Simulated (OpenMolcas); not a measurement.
# Ir⁺: CASSCF and CASPT2 terms and fine-structure levels

Aim: the low terms and levels of Ir⁺, with their order and spacing, then second-order correlation under several settings.

Program: OpenMolcas 26.06. Level of theory: state-averaged CASSCF and CASPT2, spin-orbit coupling by RASSI with atomic mean-field integrals. These are calculated values, not measurements, unless marked.

**1. Starting point**

| Item | Value |
| --- | --- |
| Species | Ir⁺ (iridium, Z = 77, 76 electrons) |
| Basis | ANO-RCC-VDZP [7s6p4d2f], 59 functions |
| Scalar Hamiltonian | DKH2, point nucleus |
| Inactive shells | 1s 2s 2p 3s 3p 3d 4s 4p 4d 4f 5s 5p |
| Active space | 8 electrons in 5 orbitals (5d) |
| Some configurations of this space | 5d8 |
| Orbitals | optimised for each spin and parity, averaged over all roots |

The outer shells:

5d8
```
5d [↑↓][↑↓][↑↓][↑ ][↑ ]
```

The work runs as a chain of OpenMolcas steps in one folder; each step below is one input file. Labels, J, g values, rates, χT and fits are worked out afterwards by a script from the matrices that RASSI stores.

**2. Basis and integrals**

File a.inp:

```
&GATEWAY
Coord
1

Ir 0.0 0.0 0.0
Basis=ANO-RCC-VDZP
Group=XYZ
NoMove
AngMom=0.0 0.0 0.0
AMFI
&SEWARD
```

Run with:

```console
OMP_NUM_THREADS=1 MOLCAS_MEM=1689 MOLCAS_PROJECT=a pymolcas a.inp > a.log
```

**3. Reference wave functions, triplets of even parity, 10 roots**

File a.inp:

```
&RASSCF
FileOrb=start.orb
Symmetry=1
Spin=3
nActEl=8 0 0
Inactive=15 19
Ras2=5 0
CIRoot=10 10 1
SDav=10
CIMx=300
Iter=120 100
PrWF=0.3
OrbListing=Nothing
MaxOrb=0
Atom
>>> COPY $Project.JobIph JOB001
```

start.orb holds the contracted functions of the basis, ordered by shell, or the orbitals of the step before.

**4. Reference wave functions, singlets of even parity, 15 roots**

File a.inp:

```
&RASSCF
FileOrb=start.orb
Symmetry=1
Spin=1
nActEl=8 0 0
Inactive=15 19
Ras2=5 0
CIRoot=15 15 1
SDav=15
CIMx=300
Iter=120 100
PrWF=0.3
OrbListing=Nothing
MaxOrb=0
Atom
>>> COPY $Project.JobIph JOB002
```

**5. State interaction with spin-orbit coupling**

File a.inp:

```
&RASSI
NrOfJobIphs=2 10 15
1 2 3 4 5 6 7 8 9 10
1 2 3 4 5 6 7 8 9 10 11 12 13 14 15
IphNames
JOB001
JOB002
EJob
SpinOrbit
DIPRint=1.0
SOCoupling=1000.0
Subsets=2
MEES
Property=10
'ANGMOM' 1 'ANGMOM' 2 'ANGMOM' 3 'MLTPL  1' 1 'MLTPL  1' 2 'MLTPL  1' 3
'AMFI' 1 'AMFI' 2 'AMFI' 3 'MLTPL  2' 6
SOProperty=3
'ANGMOM' 1 'ANGMOM' 2 'ANGMOM' 3
```

**6. CASPT2: IPEA 0.25, imaginary shift 0.1 (closed shells correlated: 5s 5p)**

File a.inp:

```
>>> COPY JOB001 $Project.JobIph
&CASPT2
Multistate=10 1 2 3 4 5 6 7 8 9 10
Frozen=14 16
IPEA=0.25
Imaginary=0.1
MaxIter=60
WThr=0.0 0.3 0.05
PrWF=0.5
NoMix
>>> COPY JOB002 $Project.JobIph
&CASPT2
Multistate=15 1 2 3 4 5 6 7 8 9 10 11 12 13 14 15
Frozen=14 16
IPEA=0.25
Imaginary=0.1
MaxIter=60
WThr=0.0 0.3 0.05
PrWF=0.5
NoMix
```

**7. CASPT2: IPEA 0.25, real shift 0.2 (closed shells correlated: 5s 5p)**

Edit a.inp of step 6 so:

```diff
@@ -5,3 +5,3 @@
 IPEA=0.25
-Imaginary=0.1
+Shift=0.2
 MaxIter=60
@@ -15,3 +15,3 @@
 IPEA=0.25
-Imaginary=0.1
+Shift=0.2
 MaxIter=60
```

(Steps that only read results are left out.)

Before running it: what results should come out? Wanted: lowest level; first excited level; spin-orbit lowering of the lowest level; strongest of the lines computed, by gA.

**Answer**, as computed:

```
                                                                                      quantity                                                                        value
                                                                                        method  SS-CASPT2, IPEA 0.25, imaginary shift 0.1 (closed shells correlated: 5s 5p)
                                                                                  lowest level                                        5d8 3F4, 97 % of that term, g = 1.242
                                                                   ground level listed by NIST                                                                          5F5
                                                                           first excited level                                                         5d8 1D2 at 5980 cm-1
                                                       spin-orbit lowering of the lowest level                                                                    6162 cm-1
strongest of the lines computed, by gA (one parity, so forbidden lines), at SS-CASPT2 energies                                5d8 1D2 → 5d8 3F3, 739.7 nm, A = 2.21e+01 s⁻¹
```

Cost and accuracy by method:

| method | time of its own steps | time with the reference | mean absolute difference from method B (cm-1) |
| --- | --- | --- | --- |
| A. CASSCF | 4.7 s | 4.7 s | 1700 |
| B. SS-CASPT2, IPEA 0.25, imaginary shift 0.1, +5s 5p | 2.3 s | 7 s | 0 |
| C. SS-CASPT2, IPEA 0.25, real shift 0.2, +5s 5p | 2.4 s | 7.1 s | 22 |

Times are of one thread on a shared host.

What this shows: The multiplet 3F is inverted. Second-order correlation (method B) scales the levels of the lowest configuration above 5000 cm⁻¹ by 0.88 to 1.01. Only the configurations of the active space and the roots asked for are present. The ground level that NIST lists is not among them. CASPT2 does not keep the components of a term degenerate, and the means are used. The free ion's ground configuration, as NIST lists it, lies outside this active space, so the lowest level here need not be the ground level. Levels of other configurations are missing from the list.
